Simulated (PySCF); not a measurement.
# BiH8O4 (Bi(H2O)43+): the cost of one run

Method: PBE0, Bi def2-SVP with ECP60, O def2-SVP, H def2-SVP; scalar-relativistic core potentials, no spin–orbit coupling; program: PySCF 2.14.0.

1 further run of the same task is left out (for a known fault of the program).

## (1) The system as given

13 atoms, charge 3, spin multiplicity 1.

Bond lengths: Bi1–O2 2.300 Å, Bi1–O5 2.300 Å, Bi1–O8 2.300 Å, Bi1–O11 2.300 Å, O2–H3 0.970 Å, O2–H4 0.970 Å, O5–H6 0.970 Å, O5–H7 0.970 Å, O8–H9 0.970 Å, O8–H10 0.970 Å, O11–H12 0.970 Å, O11–H13 0.970 Å. Angles: O2–Bi1–O5 109.5°, O2–Bi1–O8 109.5°, O2–Bi1–O11 109.5°, O5–Bi1–O8 109.5°, O5–Bi1–O11 109.5°, O8–Bi1–O11 109.5°, Bi1–O2–H3 127.5°, Bi1–O2–H4 127.5°, H3–O2–H4 105.1°, Bi1–O5–H6 127.5°, Bi1–O5–H7 127.5°, H6–O5–H7 105.1°, Bi1–O8–H9 127.5°, Bi1–O8–H10 127.5°, H9–O8–H10 105.1°, Bi1–O11–H12 127.5°, Bi1–O11–H13 127.5°, H12–O11–H13 105.1°.

Geometry (Å):

```xyz
13
charge 3, multiplicity 1
Bi    0.00000    0.00000    0.00000
O     1.32790    1.32790    1.32790
H     1.66850    1.12410    2.21300
H     1.66850    2.21300    1.12410
O    -1.32790   -1.32790    1.32790
H    -1.66850   -1.12410    2.21300
H    -1.66850   -2.21300    1.12410
O     1.32790   -1.32790   -1.32790
H     1.66850   -2.21300   -1.12410
H     1.66850   -1.12410   -2.21300
O    -1.32790    1.32790   -1.32790
H    -1.66850    2.21300   -1.12410
H    -1.66850    1.12410   -2.21300
```

Formal oxidation states: Bi +3.

## (2) SCF at the start, singlet

The input, run.py (the lines that set the calculation):

```python
mol = gto.M(atom='''
Bi     0.00000     0.00000     0.00000
O      1.32790     1.32790     1.32790
H      1.66850     1.12410     2.21300
H      1.66850     2.21300     1.12410
O     -1.32790    -1.32790     1.32790
H     -1.66850    -1.12410     2.21300
H     -1.66850    -2.21300     1.12410
O      1.32790    -1.32790    -1.32790
H      1.66850    -2.21300    -1.12410
H      1.66850    -1.12410    -2.21300
O     -1.32790     1.32790    -1.32790
H     -1.66850     2.21300    -1.12410
H     -1.66850     1.12410    -2.21300''',
    basis={'Bi': 'def2-SVP', 'O': 'def2-SVP', 'H': 'def2-SVP'},
    ecp={'Bi': 'def2-SVP'},
    charge=3, spin=0)
mf = dft.RKS(mol, xc='PBE0')
mf.grids.atom_grid = (50, 194)
mf = mf.density_fit()  # fitting sets: Bi def2-universal-JKFIT, O def2-universal-JKFIT, H def2-universal-JKFIT
mf.conv_tol = 1e-08; mf.max_cycle = 55
mf.kernel(dm0)  # dm0: free metal ions and neutral atoms
```

Command:

```console
$ OMP_NUM_THREADS=2 python run.py
```

Q: Estimate wall time and peak memory on 2 threads of Intel Xeon Platinum 8259CL at 2.50GHz (Skylake/Cascade Lake), shared host.

About 4.4 s, with a peak of 0.74 GiB.
